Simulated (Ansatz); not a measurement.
# CHBClF2N: one species, many methods

How much do the methods differ for CHBClF2N? The plan is to run it at one geometry with functionals of several rungs and with coupled cluster. The yardstick is the atomisation energy at the CCSD(T) limit.

Program: Ansatz 0.2.0, Gaussian basis. Level of theory: functionals in def2-TZVPP, the program's frozen cores in correlated methods. These are calculated values, not measurements.

Levels to be run: LDA (SPW92), PBE-D4, revPBE-D4, BLYP-D4, r2SCAN-D4, B97M-V, PBE0-D4, B3LYP-D4, r2SCANh-D4, r2SCAN0-D4, HSE06-D4, BHLYP-D4, CAM-B3LYP-D4, LC-ωPBE, ωB97X-V, ωB97M-V, B2PLYP, PBE-QIDH; CCSD(T)/def2-SVP; CCSD(T)/def2-TZVPP; MP2/def2-QZVPP; extrapolation to the limit; RPA on PBE.

## (1) The relaxed structure

An earlier PBE0-D4 in a triple-zeta def2 set relaxation fixed the geometry.

SMILES `N=C(F)B(F)Cl`, 7 atoms, charge 0, spin multiplicity 1.

Atoms are counted from 1 here; the program's logs count them from 0.

Bond lengths: N1–C2 1.249 Å, N1–H7 1.021 Å, C2–F3 1.349 Å, C2–B4 1.583 Å, B4–F5 1.306 Å, B4–Cl6 1.736 Å. Angles: C2–N1–H7 112.3°, N1–C2–F3 122.6°, N1–C2–B4 122.3°, F3–C2–B4 115.1°, C2–B4–F5 118.7°, C2–B4–Cl6 121.4°, F5–B4–Cl6 119.9°.

## (2) LDA

This LDA is Slater exchange with PW92 correlation.

File in.yaml:

```yaml
crystal:
  periodic: [false, false, false]
  atoms:
    - {symbol: N, position_ang: [0.889016, -1.240689, 0.174868]}
    - {symbol: C, position_ang: [-0.085078, -0.459491, 0.145105]}
    - {symbol: F, position_ang: [-1.328382, -0.833554, 0.511334]}
    - {symbol: B, position_ang: [0.051034, 1.045163, -0.326206]}
    - {symbol: F, position_ang: [1.223692, 1.482543, -0.698738]}
    - {symbol: Cl, position_ang: [-1.318710, 2.110586, -0.355111]}
    - {symbol: H, position_ang: [0.629527, -2.172459, 0.503047]}
basis:
  gaussian: {orbitals: def2-TZVPP}
hamiltonian: {xc: lda}
output: {orbitals: {seedname: orbitals}}
```

Launch:

```console
$ ansatz run in.yaml --threads 4 --pin off --events-out ev --progress --plain --max-ram 10444MiB
```

The runs that follow: PBE-D4 (GGA); revPBE-D4 (GGA); BLYP-D4 (GGA); r2SCAN-D4 (meta-GGA); B97M-V (meta-GGA); B3LYP-D4 (hybrid); r2SCANh-D4 (hybrid); r2SCAN0-D4 (hybrid); HSE06-D4 (hybrid); BHLYP-D4 (hybrid); CAM-B3LYP-D4 (range-separated); LC-ωPBE (range-separated); ωB97X-V (range-separated); ωB97M-V (range-separated); B2PLYP (double hybrid); PBE-QIDH (double hybrid); CCSD(T) in def2-SVP; CCSD(T) in def2-TZVPP; MP2 in def2-QZVPP; RPA on PBE orbitals.

Before running them: what should the planned runs give, taken together? Wanted: atomisation energy, CCSD(T)/CBS; farthest beyond LDA; mean size of error, GGA; mean size of error, meta-GGA; mean size of error, hybrid; mean size of error, range-separated; mean size of error, double hybrid; gap, smallest and largest; T1 diagnostic.

**Answer**, as computed:

| quantity | value |
| --- | --- |
| atomisation energy, CCSD(T)/CBS | 702.2 kcal/mol |
| functionals within 3.5 kcal/mol (0.5 %) | r2SCANh-D4, B2PLYP, PBE-QIDH |
| farthest beyond LDA | PBE-D4 (+41.2 kcal/mol) |
| mean size of error, GGA | 23.3 kcal/mol |
| mean size of error, meta-GGA | 10.7 kcal/mol |
| mean size of error, hybrid | 12.6 kcal/mol |
| mean size of error, range-separated | 8.5 kcal/mol |
| mean size of error, double hybrid | 1.0 kcal/mol |
| gap, smallest and largest | 3.93 eV (LDA (SPW92)), 11.86 eV (LC-ωPBE) |
| T1 diagnostic | 0.0137 |
| triples share of the correlation energy | 3.8 % |

What this shows: LDA overbinds by 143.4 kcal/mol (20 %). PBE-D4 misses by +41.2 kcal/mol. Double hybrids carry the basis error of their MP2 part in triple zeta, and no dispersion term here, so their miss is partly the set-up's. Taken by rung, double hybrid functionals do best (1.0 kcal/mol on average) and GGA ones worst beyond LDA (23.3 kcal/mol). The reference freezes the cores and leaves out relativity and excitations past (T), so misses under about 3.5 kcal/mol can't be ranked. Hartree-Fock recovers 69 % of the binding; the rest is correlation. CCSD(T) in def2-SVP is off by -34.3 kcal/mol, worse than the median functional, from the basis alone. Orbital gaps span 3.9 to 11.9 eV; exact exchange widens them.
